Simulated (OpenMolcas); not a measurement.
**Rb: CASSCF and CASPT2 terms and fine-structure levels**

Wanted: the level scheme of Rb from active-space wave functions, then second-order correlation under several settings.

Method: state-averaged CASSCF and CASPT2, spin-orbit coupling by RASSI with atomic mean-field integrals. Code: OpenMolcas 26.06.

## Step 1: The system

* Species: Rb (rubidium, Z = 37, 37 electrons)
* Basis: ANO-RCC-VQZP [8s7p4d2f1g], 72 functions
* Scalar Hamiltonian: DKH3, point nucleus
* Inactive shells: 1s 2s 2p 3s 3p 3d 4s 4p
* Active space: 1 electron in 4 orbitals (5s 5p)
* Some configurations of this space: 5p, 5s
* Orbitals: optimised for each spin and parity, averaged over the low roots

Outer shells as boxes (Hund's rule):

5p
```
5p [↑ ][  ][  ]
```

5s
```
5s [↑ ]
```

Each step is its own input file, run in one work folder so that later steps find the files of earlier ones. Labels, J, g values, rates, χT and fits are worked out afterwards by a script from the matrices that RASSI stores.

## Step 2: One- and two-electron integrals

The input, a.inp:

```
&GATEWAY
Coord
1

Rb 0.0 0.0 0.0
Basis=ANO-RCC-VQZP
Group=XYZ
NoMove
AngMom=0.0 0.0 0.0
AMFI
&SEWARD
Relativistic=R03O02
```

Launch:

```console
$ OMP_NUM_THREADS=1 MOLCAS_MEM=2252 MOLCAS_PROJECT=a pymolcas a.inp > a.log
```

Standard output:

```text
Basis set label: RB.ANO-RCC...8S7P4D2F1G.

      Electronic valence basis set:
      ------------------
      Associated Effective Charge  37.000000 au
      Associated Actual Charge     37.000000 au
      Nuclear Model: Point charge

      Shell  nPrim  nBasis  Cartesian Spherical Contaminant
         s      23       8        X
         p      19       7        X
         d      11       4                 X
         f       4       2                 X
         g       2       1                 X
Relativistic=R03O02
                  Relativistic Douglas-Kroll-Hess integrals:
                    - DKH order of Hamiltonian: 3
                    - DKH order of Properties : 2
```

## Step 3: Reference wave functions, doublets of even parity, 1 root

The input, a.inp:

```
&RASSCF
FileOrb=start.orb
Symmetry=1
Spin=2
nActEl=1 0 0
Inactive=9 9
Ras2=1 3
CIRoot=1 1 1
SDav=1
CIMx=300
Iter=120 100
PrWF=0.3
OrbListing=Nothing
MaxOrb=0
Atom
>>> COPY $Project.JobIph JOB001
```

start.orb holds the contracted functions of the basis, ordered by shell, or the orbitals of the step before.

Standard output:

```text
Wave function specifications:
      -----------------------------

      Number of closed shell electrons          36
      Number of electrons in active shells       1
      Max number of holes in RAS1 space          0
      Max nr of electrons in RAS3 space          0
      Number of inactive orbitals               18
      Number of active orbitals                  4
      Number of secondary orbitals              50
      Spin quantum number                      0.5
      State symmetry                             1
Orbital specifications:
      -----------------------

      Symmetry species                           1   2
                                                ag  au
      Frozen orbitals                            0   0
      Inactive orbitals                          9   9
      Active orbitals                            1   3
      RAS1 orbitals                              0   0
      RAS2 orbitals                              1   3
      RAS3 orbitals                              0   0
      Secondary orbitals                        27  23
      Deleted orbitals                           0   0
      Number of basis functions                 37  35
      Number of CSFs                             1
      Number of root(s) required                 1
      Iter CI   SX   CI       RASSCF       Energy    max ROT     max BLB   max BLB  Level Ln srch  Step   QN
          iter iter root      energy       change     param      element    value   shift minimum  type update
 Nr of preliminary CI iterations:   1
 ###############################################################################
 ###############################################################################
 ###                                                                         ###
 ###                                                                         ###
 ###    WARNING: Problems in orbital optimization.                           ###
 ###                                                                         ###
 ###                                                                         ###
 ###############################################################################
 ###############################################################################
  Warning: In symmetry  2, orbital p=  10 has diagonal density matrix element D(p,p) close to zero. D(p,p)=  0.000000E+00
  Warning: In symmetry  2, orbital p=  11 has diagonal density matrix element D(p,p) close to zero. D(p,p)=  0.000000E+00
        ...
  Warning: In symmetry  2, orbital p=  10 has diagonal density matrix element D(p,p) close to zero. D(p,p)=  0.000000E+00
  Warning: In symmetry  2, orbital p=  11 has diagonal density matrix element D(p,p) close to zero. D(p,p)=  0.000000E+00
  Warning: In symmetry  2, orbital p=  12 has diagonal density matrix element D(p,p) close to zero. D(p,p)=  0.000000E+00
        4   1    2    1  -979.16709853    1.36E-12   2.49E-08    7  16 2  1.05E-07   0.50   0.00    SX    NO
      Convergence after  4 iterations
        5   1    2    1  -979.16709853   -2.73E-12   2.49E-08    7  19 2  5.45E-08   0.50   0.00    SX    NO
      Natural orbitals and occupation numbers for root  1
      sym 1:   1.000000
      sym 2:   0.000000   0.000000   0.000000
::    RASSCF root number  1 Total energy:  -2979.16709853
```

The warning on the orbital optimisation comes with active orbitals that are nearly full or empty in all roots, whose rotations are then almost redundant.

## Step 4: CASSCF: doublets of odd parity, 3 roots

The input, a.inp:

```
&RASSCF
FileOrb=start.orb
Symmetry=2
Spin=2
nActEl=1 0 0
Inactive=9 9
Ras2=1 3
CIRoot=3 3 1
SDav=3
CIMx=300
Iter=120 100
PrWF=0.3
OrbListing=Nothing
MaxOrb=0
Atom
>>> COPY $Project.JobIph JOB002
```

Standard output:

```text
Wave function specifications:
      -----------------------------

      Number of closed shell electrons          36
      Number of electrons in active shells       1
      Max number of holes in RAS1 space          0
      Max nr of electrons in RAS3 space          0
      Number of inactive orbitals               18
      Number of active orbitals                  4
      Number of secondary orbitals              50
      Spin quantum number                      0.5
      State symmetry                             2
Orbital specifications:
      -----------------------

      Symmetry species                           1   2
                                                ag  au
      Frozen orbitals                            0   0
      Inactive orbitals                          9   9
      Active orbitals                            1   3
      RAS1 orbitals                              0   0
      RAS2 orbitals                              1   3
      RAS3 orbitals                              0   0
      Secondary orbitals                        27  23
      Deleted orbitals                           0   0
      Number of basis functions                 37  35
      Number of CSFs                             3
      Number of root(s) required                 3
      Iter CI   SX   CI       RASSCF       Energy    max ROT     max BLB   max BLB  Level Ln srch  Step   QN
          iter iter root      energy       change     param      element    value   shift minimum  type update
 Nr of preliminary CI iterations:   1
 ###############################################################################
 ###############################################################################
 ###                                                                         ###
 ###                                                                         ###
 ###    WARNING: Problems in orbital optimization.                           ###
 ###                                                                         ###
 ###                                                                         ###
 ###############################################################################
 ###############################################################################
  Warning: In symmetry  1, orbital p=  10 has diagonal density matrix element D(p,p) close to zero. D(p,p)=  0.000000E+00
      Total energies have been shifted. Add                -2000.00 au
        ...
 ###############################################################################
 ###############################################################################
  Warning: In symmetry  1, orbital p=  10 has diagonal density matrix element D(p,p) close to zero. D(p,p)=  0.000000E+00
        4   1    2    0  -979.11774911    1.36E-12  -1.23E-07    8  11 2 -1.03E-07   0.50   0.00    SX    NO
      Convergence after  4 iterations
        5   1    2    0  -979.11774911    1.82E-12  -1.23E-07    9  15 2 -4.70E-08   0.50   0.00    SX    NO
      Natural orbitals and occupation numbers for root  1
      sym 1:   0.000000
      sym 2:   1.000000   0.000000   0.000000
      Natural orbitals and occupation numbers for root  2
      sym 1:   0.000000
      sym 2:  -0.000000   0.000000   1.000000
      Natural orbitals and occupation numbers for root  3
      sym 1:   0.000000
      sym 2:   0.000000   1.000000   0.000000
::    RASSCF root number  1 Total energy:  -2979.11774911
::    RASSCF root number  2 Total energy:  -2979.11774911
::    RASSCF root number  3 Total energy:  -2979.11774911
```

The warning on the orbital optimisation comes with active orbitals that are nearly full or empty in all roots, whose rotations are then almost redundant.

## Step 5: RASSI: spin-orbit coupling between the states

The input, a.inp:

```
&RASSI
NrOfJobIphs=2 1 3
1
1 2 3
IphNames
JOB001
JOB002
EJob
SpinOrbit
DIPRint=1.0
SOCoupling=1000.0
Subsets=2
MEES
Property=10
'ANGMOM' 1 'ANGMOM' 2 'ANGMOM' 3 'MLTPL  1' 1 'MLTPL  1' 2 'MLTPL  1' 3
'AMFI' 1 'AMFI' 2 'AMFI' 3 'MLTPL  2' 6
SOProperty=3
'ANGMOM' 1 'ANGMOM' 2 'ANGMOM' 3
```

Launch:

```console
$ OMP_NUM_THREADS=1 MOLCAS_MEM=2252 MOLCAS_PROJECT=a pymolcas a.inp > a.log
```

Standard output:

```text
SPIN-FREE ENERGIES:
  (Shifted by EMIN (a.u.) =      -2979.1670985256)

 SF State       Relative EMIN(au)   Rel lowest level(eV)    D:o, cm**(-1)      L_eff

     1             0.0000000000        0.0000000000              0.0000         0.0
     2             0.0493494151        1.3428659965          10830.9447         1.0
     3             0.0493494151        1.3428659965          10830.9447         1.0
     4             0.0493494151        1.3428659965          10830.9447         1.0
     Dipole printing threshold changed to   1.00000000E+00

++ Dipole transition strengths (spin-free states):
   -----------------------------------------------
     for osc. strength at least  1.00000000E+00

  ( Max oscillator strength is only   0.37745505528829787      )
--
Eigenvalues of complex Hamiltonian:
   -----------------------------------
  (Shifted by EMIN (a.u.) =      -2979.1670985256)

 SO State       Relative EMIN(au)   Rel lowest level(eV)    D:o, cm**(-1)     J-value

     1             0.0000000000        0.0000000000              0.0000         0.4
     2             0.0000000000        0.0000000000              0.0000         0.4
     3             0.0489387465        1.3316911330          10740.8133         0.4
     4             0.0489387465        1.3316911330          10740.8133         0.4
     5             0.0495547495        1.3484534283          10876.0104         1.0
     6             0.0495547495        1.3484534283          10876.0104         1.0
     7             0.0495547495        1.3484534283          10876.0104         1.3
     8             0.0495547495        1.3484534283          10876.0104         1.3
Weights of the five most important spin-orbit-free states for each spin-orbit state.

 SO State  Total energy (au)           Spin-free states, spin, and weights
 -------------------------------------------------------------------------------------------------------
    1         0.000000       1 0.5  1.0000    4 0.5  0.0000    3 0.5  0.0000    2 0.5  0.0000
    2         0.000000       1 0.5  1.0000    4 0.5  0.0000    3 0.5  0.0000    2 0.5  0.0000
    3         0.048939       4 0.5  0.3333    3 0.5  0.3333    2 0.5  0.3333    1 0.5  0.0000
    4         0.048939       4 0.5  0.3333    3 0.5  0.3333    2 0.5  0.3333    1 0.5  0.0000
    5         0.049555       4 0.5  0.6667    3 0.5  0.1667    2 0.5  0.1667    1 0.5  0.0000
    6         0.049555       4 0.5  0.6667    3 0.5  0.1667    2 0.5  0.1667    1 0.5  0.0000
    7         0.049555       3 0.5  0.5000    2 0.5  0.5000    4 0.5  0.0000    1 0.5  0.0000
    8         0.049555       3 0.5  0.5000    2 0.5  0.5000    4 0.5  0.0000    1 0.5  0.0000
 -------------------------------------------------------------------------------------------------------
```

These steps took 11 s in all on 1 thread of Arm Neoverse N1, shared host.

Spin-free terms, from the roots grouped by L:

```
configuration  term  E (cm-1)
           5s    2S       0.0
           5p   2P*     10831
```

Levels with spin-orbit coupling, from the RASSI matrices grouped by J:

```
Configuration  Term    J  E (cm-1)  Leading %
           5s    2S  1/2       0.0        100
           5p   2P*  1/2     10741        100
           5p   2P*  3/2     10876        100
```

Orbitals of the lowest block:

```
shell     space  energy (hartree)  mean occupation  ⟨r²⟩ (bohr²)
   1s  inactive         -561.7908            2.000       0.00217
   2s  inactive          -77.4686            2.000        0.0370
   2p  inactive          -68.4819            6.000        0.0294
   3s  inactive          -12.5555            2.000         0.295
   3p  inactive           -9.5787            6.000         0.311
   3d  inactive           -4.6401           10.000         0.334
   4s  inactive           -1.5661            2.000          2.47
   4p  inactive           -0.8082            6.000          3.45
   5s      RAS2                              1.000          35.2
   5p      RAS2                              0.000          64.3
```

Transitions at CASSCF energies (vacuum wavelengths; branching counts decays inside the model space alone):

```
     upper       lower  type  λ (nm)   A (s-1)  branching %
5p 2P* 3/2   5s 2S 1/2    E1   919.5  2.99e+07        100.0
5p 2P* 1/2   5s 2S 1/2    E1     931  2.88e+07        100.0
5p 2P* 3/2  5p 2P* 1/2    M1   73970  2.23e-05          0.0
```

No electric-quadrupole rates were computed, so the branching of forbidden lines counts M1 decays alone.

## Step 6: CASPT2: IPEA 0.3, sigma2 regulariser 0.3 (closed shells correlated: 4s 4p), extended multistate

The input, a.inp:

```
>>> COPY JOB001 $Project.JobIph
&CASPT2
Multistate=1 1
Frozen=8 6
IPEA=0.3
Sig2=0.3
MaxIter=60
WThr=0.0 0.3 0.05
PrWF=0.5
NoMix
>>> COPY JOB002 $Project.JobIph
&CASPT2
XMultistate=3 1 2 3
Frozen=8 6
IPEA=0.3
Sig2=0.3
MaxIter=60
WThr=0.0 0.3 0.05
PrWF=0.5
NoMix
```

Standard output:

```text
Orbital specifications:
      -----------------------

      Symmetry species                           1   2
                                                ag  au
      Frozen orbitals                            8   6
      Inactive orbitals                          1   3
      Active orbitals                            1   3
      Secondary orbitals                        27  23
      Deleted orbitals                           0   0
      Number of basis functions                 37  35
Type of calculation                        SS-CASPT2
      Fock operator                              state-specific
      IPEA shift                                 0.30
      Real shift                                 0.00
      Imaginary shift                            0.00
      Sigma^2 regularizer                        0.30
      The input orbitals will be transformed to quasi-canonical
Reference energy:       -2979.1670985256
      E2 (Non-variational):      -0.2077759056
      Shift correction:          -0.0000000411
      E2 (Variational):          -0.2077759466
      Total energy:           -2979.3748744722
      Residual norm:              0.0000008919
      Reference weight:           0.94393
      Contributions to the CASPT2 correlation energy
      Active & Virtual Only:          0.0000000000
      One Inactive Excited:          -0.0117948669
      Two Inactive Excited:          -0.1959810387
::    CASPT2 Root  1     Total energy:  -2979.37487447
Orbital specifications:
      -----------------------

      Symmetry species                           1   2
                                                ag  au
      Frozen orbitals                            8   6
      Inactive orbitals                          1   3
      Active orbitals                            1   3
      Secondary orbitals                        27  23
      Deleted orbitals                           0   0
      Number of basis functions                 37  35
Type of calculation                        XMS-CASPT2
      Fock operator                              state-average
      IPEA shift                                 0.30
      Real shift                                 0.00
      Imaginary shift                            0.00
      Sigma^2 regularizer                        0.30
      The input orbitals will be transformed to quasi-canonical
      The input states will be rotated to diagonalize the Fock operator
Reference energy:       -2979.1177491104
      E2 (Non-variational):      -0.1999253412
      Shift correction:          -0.0000000153
      E2 (Variational):          -0.1999253565
      Total energy:           -2979.3176744669
      Residual norm:              0.0000002542
      Reference weight:           0.94791
      Contributions to the CASPT2 correlation energy
      Active & Virtual Only:         -0.0000000000
      One Inactive Excited:          -0.0036730961
      Two Inactive Excited:          -0.1962522450
Reference energy:       -2979.1177491104
      E2 (Non-variational):      -0.1998947795
      Shift correction:          -0.0000000134
      E2 (Variational):          -0.1998947930
      Total energy:           -2979.3176439034
      Residual norm:              0.0000002450
      Reference weight:           0.94794
      Contributions to the CASPT2 correlation energy
      Active & Virtual Only:         -0.0000000000
      One Inactive Excited:          -0.0036425571
      Two Inactive Excited:          -0.1962522225
::    XMS-CASPT2 Root  1     Total energy:  -2979.31767447
::    XMS-CASPT2 Root  2     Total energy:  -2979.31767444
::    XMS-CASPT2 Root  3     Total energy:  -2979.31764390
```

This run: 1.2 s of run time, 1 thread of Arm Neoverse N1, shared host.

XMS-CASPT2: lowest energy less the reference's lowest, -0.2078 hartree; reference weights 0.944 to 0.948.

Spin-free terms, from the roots grouped by L:

```
configuration  term  E (cm-1)  spread (cm-1)
           5s    2S       0.0              0
           5p   2P*     12560              7
```

Levels with spin-orbit coupling, from the RASSI matrix with the averaged CASPT2 term energies on its diagonal:

| Configuration | Term | J | E (cm-1) | g | Leading % |
| --- | --- | --- | --- | --- | --- |
| 5s | 2S | 1/2 | 0.0 | 2.002 | 100 |
| 5p | 2P* | 1/2 | 12470 | 0.666 | 100 |
| 5p | 2P* | 3/2 | 12600 | 1.334 | 100 |

[end of part 1 of 2]
